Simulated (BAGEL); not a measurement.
# doublet CH3Cl3Si+ at 6 levels

We compute a comparison of 6 runs (UHF/STO-3G, UHF/3-21G, ROHF/6-31G*, UHF/6-31G*, ROHF/cc-pVDZ, UHF/cc-pVDZ) of doublet CH3Cl3Si+. 

The calculation is run with BAGEL 1.2.2.

## 1. Starting point

The species is CH3Cl3Si+ (8 atoms), meant as a doublet with charge +1. SMILES of the parent species: `C[Si](Cl)(Cl)Cl`. The coordinates come from a PBE0-D4/def2-TZVP relaxation. That shape belongs to the parent species and isn't relaxed for this state.

Bond lengths: C1–Si2 1.841 Å, Si2–Cl3 2.039 Å, Si2–Cl4 2.039 Å, Si2–Cl5 2.039 Å, C1–H6 1.092 Å, C1–H7 1.092 Å, C1–H8 1.092 Å. Some angles: C1–Si2–Cl3 110.7°, C1–Si2–Cl4 110.7°, C1–Si2–Cl5 110.6°, Cl3–Si2–Cl4 108.3°, Cl3–Si2–Cl5 108.3°, Cl4–Si2–Cl5 108.3°, Si2–C1–H6 110.0°, Si2–C1–H7 110.0°, Si2–C1–H8 110.0°, H6–C1–H7 109.0°.

## 2. The energy at UHF/STO-3G (density fitting with cc-pvqz-jkfit) (run 1)

job.json reads:

```json
{ "bagel": [

{
  "title": "molecule",
  "basis": "sto-3g",
  "df_basis": "cc-pvqz-jkfit",
  "angstrom": "true",
  "geometry": [
    { "atom": "C", "xyz": [   -0.728900,   -0.279600,    0.686100 ] },
    { "atom": "Si", "xyz": [    0.568900,    0.197900,   -0.528700 ] },
    { "atom": "Cl", "xyz": [    2.360400,   -0.640000,   -0.033600 ] },
    { "atom": "Cl", "xyz": [    0.065900,   -0.429500,   -2.402200 ] },
    { "atom": "Cl", "xyz": [    0.801200,    2.223000,   -0.573800 ] },
    { "atom": "H", "xyz": [   -0.844500,   -1.365200,    0.700800 ] },
    { "atom": "H", "xyz": [   -0.448300,    0.061100,    1.684800 ] },
    { "atom": "H", "xyz": [   -1.682600,    0.175200,    0.410800 ] }
  ]
},
{ "title": "uhf", "charge": 1, "nopen": 1 },
{ "title": "print", "file": "orbitals.molden", "orbitals": "true" }

]}
```

Started as:

```console
$ BAGEL_NUM_THREADS=1 BAGEL job.json > job.out
```

Output:

```text
* using 1 threads per process

  ===============================================================
  ===============================================================

  *** Geometry ***

  { "atom" : "C", "xyz" : [     -1.377421,     -0.528367,      1.296541 ] },
  { "atom" : "Si", "xyz" : [      1.075065,      0.373977,     -0.999098 ] },
  { "atom" : "Cl", "xyz" : [      4.460510,     -1.209425,     -0.063495 ] },
  { "atom" : "Cl", "xyz" : [      0.124533,     -0.811637,     -4.539500 ] },
  { "atom" : "Cl", "xyz" : [      1.514049,      4.200861,     -1.084325 ] },
  { "atom" : "H", "xyz" : [     -1.595874,     -2.579854,      1.324320 ] },
  { "atom" : "H", "xyz" : [     -0.847164,      0.115462,      3.183811 ] },
  { "atom" : "H", "xyz" : [     -3.179653,      0.331080,      0.776299 ] },

  Number of auxiliary basis functions:      851

  Since a DF basis is specified, we compute 2- and 3-index integrals:
    o Being stored without compression. Storage requirement is 0.013 GB

  Number of basis functions:       44
  Number of electrons      :       74

    * METHOD: MOLECULE                             0.66

  *** Open-shell HF ***

  === Nuclear Repulsion ===
   440.2973336455

      * DIIS with orbital gradients will be used.

  === UHF iteration (sto-3g) ===
      0      -1688.04159908          0.03051645           0.22
      1      -1688.24836932          0.01407478           0.21
      2      -1688.28090045          0.00517668           0.21
      3      -1688.28695937          0.00070242           0.21
      4      -1688.28763825          0.00043625           0.21
      5      -1688.28792628          0.00024323           0.19
      6      -1688.28804196          0.00007775           0.20
      7      -1688.28805653          0.00003948           0.17
      8      -1688.28806284          0.00000981           0.18
      9      -1688.28806349          0.00000261           0.18
     10      -1688.28806361          0.00000123           0.21
     11      -1688.28806365          0.00000071           0.25
     12      -1688.28806365          0.00000063           0.19
     13      -1688.28806365          0.00000063           0.19
     14      -1688.28806365          0.00000061           0.19
     15      -1688.28806365          0.00000051           0.18
     16      -1688.28806364          0.00000033           0.18
     17      -1688.28806364          0.00000013           0.18
     18      -1688.28806364          0.00000008           0.19
     19      -1688.28806364          0.00000006           0.21
     20      -1688.28806364          0.00000004           0.20
     21      -1688.28806364          0.00000003           0.18
     22      -1688.28806364          0.00000002           0.25
     23      -1688.28806364          0.00000002           0.28
     24      -1688.28806364          0.00000002           0.26
     25      -1688.28806364          0.00000002           0.19
     26      -1688.28806364          0.00000002           0.25
     27      -1688.28806364          0.00000001           0.25
     28      -1688.28806364          0.00000001           0.18
     29      -1688.28806364          0.00000001           0.19
     30      -1688.28806364          0.00000001           0.21
     31      -1688.28806364          0.00000001           0.18
     32      -1688.28806364          0.00000001           0.19
     33      -1688.28806364          0.00000001           0.22
     34      -1688.28806364          0.00000001           0.19
     35      -1688.28806364          0.00000001           0.19
     36      -1688.28806364          0.00000001           0.18
     37      -1688.28806364          0.00000001           0.18
     38      -1688.28806364          0.00000001           0.20
     39      -1688.28806364          0.00000001           0.23
     40      -1688.28806364          0.00000001           0.19
     41      -1688.28806364          0.00000001           0.19
    * SCF iteration converged.

    * S^2 (UHF) is 0.7767

    * Permanent dipole moment:
           (    1.338478,     0.494663,    -1.251211) a.u.

    * METHOD: UHF                                  8.70

    * METHOD: PRINT                                0.00

  ===============================================================
```

Run time: 10 s. Hardware: 1 thread of Intel Xeon 6975P-C (Granite Rapids), shared host; peak memory 0.12 GiB.

## 3. The energy at UHF/3-21G (density fitting with cc-pvqz-jkfit) (run 2)

job.json reads:

```json
{ "bagel": [

{
  "title": "molecule",
  "basis": "3-21g",
  "df_basis": "cc-pvqz-jkfit",
  "angstrom": true,
  "geometry": [
    { "atom": "C", "xyz": [      -0.728900,      -0.279600,       0.686100 ] },
    { "atom": "Si", "xyz": [       0.568900,       0.197900,      -0.528700 ] },
    { "atom": "Cl", "xyz": [       2.360400,      -0.640000,      -0.033600 ] },
    { "atom": "Cl", "xyz": [       0.065900,      -0.429500,      -2.402200 ] },
    { "atom": "Cl", "xyz": [       0.801200,       2.223000,      -0.573800 ] },
    { "atom": "H", "xyz": [      -0.844500,      -1.365200,       0.700800 ] },
    { "atom": "H", "xyz": [      -0.448300,       0.061100,       1.684800 ] },
    { "atom": "H", "xyz": [      -1.682600,       0.175200,       0.410800 ] }
  ]
},

{ "title": "uhf", "charge": 1, "nopen": 1 },

{ "title": "print", "file": "orbitals.molden", "orbitals": true }

]}
```

Started as:

```console
$ BAGEL_NUM_THREADS=1 BAGEL job.json > job.out
```

Output:

```text
* using 1 threads per process

  ===============================================================
  ===============================================================

  *** Geometry ***

  { "atom" : "C", "xyz" : [     -1.377421,     -0.528367,      1.296541 ] },
  { "atom" : "Si", "xyz" : [      1.075065,      0.373977,     -0.999098 ] },
  { "atom" : "Cl", "xyz" : [      4.460510,     -1.209425,     -0.063495 ] },
  { "atom" : "Cl", "xyz" : [      0.124533,     -0.811637,     -4.539500 ] },
  { "atom" : "Cl", "xyz" : [      1.514049,      4.200861,     -1.084325 ] },
  { "atom" : "H", "xyz" : [     -1.595874,     -2.579854,      1.324320 ] },
  { "atom" : "H", "xyz" : [     -0.847164,      0.115462,      3.183811 ] },
  { "atom" : "H", "xyz" : [     -3.179653,      0.331080,      0.776299 ] },

  Number of auxiliary basis functions:      851

  Since a DF basis is specified, we compute 2- and 3-index integrals:
    o Being stored without compression. Storage requirement is 0.031 GB

  Number of basis functions:       67
  Number of electrons      :       74

    * METHOD: MOLECULE                             0.80

  *** Open-shell HF ***

  === Nuclear Repulsion ===
   440.2973336455

      * DIIS with orbital gradients will be used.

  === UHF iteration (3-21g) ===
      0      -1698.23228295          0.02370249           0.43
      1      -1698.35057491          0.01266109           0.32
      2      -1698.37082054          0.00650746           0.34
      3      -1698.37797854          0.00058993           0.30
      4      -1698.37821156          0.00022224           0.30
      5      -1698.37828691          0.00009642           0.33
      6      -1698.37831506          0.00003712           0.32
      7      -1698.37831882          0.00001796           0.31
      8      -1698.37831956          0.00000989           0.30
      9      -1698.37831984          0.00000577           0.31
     10      -1698.37831992          0.00000222           0.31
     11      -1698.37831995          0.00000108           0.33
     12      -1698.37831996          0.00000034           0.31
     13      -1698.37831996          0.00000019           0.29
     14      -1698.37831996          0.00000015           0.31
     15      -1698.37831996          0.00000014           0.30
     16      -1698.37831996          0.00000012           0.29
     17      -1698.37831996          0.00000011           0.42
     18      -1698.37831996          0.00000009           0.37
     19      -1698.37831996          0.00000006           0.31
     20      -1698.37831996          0.00000003           0.29
     21      -1698.37831996          0.00000002           0.29
     22      -1698.37831996          0.00000001           0.30
     23      -1698.37831996          0.00000001           0.30
    * SCF iteration converged.

    * S^2 (UHF) is 0.7766

    * Permanent dipole moment:
           (    1.678617,     0.617310,    -1.572060) a.u.

    * METHOD: UHF                                  8.04

    * METHOD: PRINT                                0.01

  ===============================================================
```

It took 9.9 s on 1 thread of Intel Xeon 6975P-C (Granite Rapids), shared host; peak memory 0.17 GiB.

Runs 3 to 5 aren't shown in full; the table further down has their settings and results.

## 4. A single-point energy at UHF/cc-pVDZ (density fitting with cc-pvqz-jkfit) (run 6)

hf.json reads:

```json
{ "bagel" : [

{
  "title" : "molecule",
  "basis" : "cc-pvdz.json",
  "df_basis" : "cc-pvqz-jkfit",
  "angstrom" : true,
  "geometry" : [
    { "atom" : "C", "xyz" : [   -0.728900,   -0.279600,    0.686100 ] },
    { "atom" : "Si", "xyz" : [    0.568900,    0.197900,   -0.528700 ] },
    { "atom" : "Cl", "xyz" : [    2.360400,   -0.640000,   -0.033600 ] },
    { "atom" : "Cl", "xyz" : [    0.065900,   -0.429500,   -2.402200 ] },
    { "atom" : "Cl", "xyz" : [    0.801200,    2.223000,   -0.573800 ] },
    { "atom" : "H", "xyz" : [   -0.844500,   -1.365200,    0.700800 ] },
    { "atom" : "H", "xyz" : [   -0.448300,    0.061100,    1.684800 ] },
    { "atom" : "H", "xyz" : [   -1.682600,    0.175200,    0.410800 ] }
  ]
},
{
  "title" : "uhf",
  "charge" : 1,
  "nopen" : 1
},
{
  "title" : "print",
  "file" : "orbitals.molden",
  "orbitals" : true
}

]}
```

The basis set cc-pVDZ is read from a file made from the Basis Set Exchange's data (not shown).

Started as:

```console
$ BAGEL_NUM_THREADS=1 BAGEL hf.json > hf.out
```

Output:

```text
* using 1 threads per process

  ===============================================================
  ===============================================================

  *** Geometry ***

  { "atom" : "C", "xyz" : [     -1.377421,     -0.528367,      1.296541 ] },
  { "atom" : "Si", "xyz" : [      1.075065,      0.373977,     -0.999098 ] },
  { "atom" : "Cl", "xyz" : [      4.460510,     -1.209425,     -0.063495 ] },
  { "atom" : "Cl", "xyz" : [      0.124533,     -0.811637,     -4.539500 ] },
  { "atom" : "Cl", "xyz" : [      1.514049,      4.200861,     -1.084325 ] },
  { "atom" : "H", "xyz" : [     -1.595874,     -2.579854,      1.324320 ] },
  { "atom" : "H", "xyz" : [     -0.847164,      0.115462,      3.183811 ] },
  { "atom" : "H", "xyz" : [     -3.179653,      0.331080,      0.776299 ] },

  Number of auxiliary basis functions:      851

  Since a DF basis is specified, we compute 2- and 3-index integrals:
    o Being stored without compression. Storage requirement is 0.069 GB

  Number of basis functions:      101
  Number of electrons      :       74

    * METHOD: MOLECULE                             0.98

  *** Open-shell HF ***

  === Nuclear Repulsion ===
   440.2973336455

      * DIIS with orbital gradients will be used.

  === UHF iteration (cc-pvdz.json) ===
      0      -1706.71640615          0.01307240           0.59
      1      -1706.79472288          0.00655342           0.59
      2      -1706.80551077          0.00369309           0.66
      3      -1706.80908193          0.00094572           0.59
      4      -1706.81005858          0.00049123           0.51
      5      -1706.81035472          0.00031642           0.56
      6      -1706.81066891          0.00009229           0.51
      7      -1706.81070321          0.00004099           0.48
      8      -1706.81071425          0.00002178           0.50
      9      -1706.81071786          0.00000745           0.50
     10      -1706.81071827          0.00000237           0.47
     11      -1706.81071829          0.00000121           0.50
     12      -1706.81071830          0.00000037           0.51
     13      -1706.81071830          0.00000010           0.50
     14      -1706.81071830          0.00000005           0.51
     15      -1706.81071830          0.00000004           0.53
     16      -1706.81071830          0.00000003           0.55
     17      -1706.81071830          0.00000002           0.54
     18      -1706.81071830          0.00000001           0.50
     19      -1706.81071830          0.00000001           0.48
    * SCF iteration converged.

    * S^2 (UHF) is 0.7729

    * Permanent dipole moment:
           (    1.641691,     0.604208,    -1.536796) a.u.

    * METHOD: UHF                                 11.02

    * METHOD: PRINT                                0.01

  ===============================================================
```

It took 13 s on 1 thread of Intel Xeon 6975P-C (Granite Rapids), shared host; peak memory 0.26 GiB.

## 5. All runs side by side

| run | level | energy (Eh) | ⟨S²⟩ | wall time |
| --- | --- | --- | --- | --- |
| 1 | UHF/STO-3G (density fitting with cc-pvqz-jkfit) | -1688.288064 | 0.777 | 10 s |
| 2 | UHF/3-21G (density fitting with cc-pvqz-jkfit) | -1698.378320 | 0.777 | 9.9 s |
| 3 | ROHF/6-31G* (density fitting with cc-pvqz-jkfit, spherical functions) | -1706.709993 | 0.750 | 11 s |
| 4 | UHF/6-31G* (density fitting with cc-pvqz-jkfit, spherical functions) | -1706.715308 | 0.773 | 11 s |
| 5 | ROHF/cc-pVDZ (density fitting with cc-pvqz-jkfit) | -1706.805388 | 0.750 | 12 s |
| 6 | UHF/cc-pVDZ (density fitting with cc-pvqz-jkfit) | -1706.810718 | 0.773 | 13 s |

## 6. Summary of results

```
           quantity           value
run 6: total energy  -1706.81072 Eh
        run 6: ⟨S²⟩           0.773
```

In run 1 the basis is minimal, so the values are rough. All runs together took 67 s, the longest 13 s.
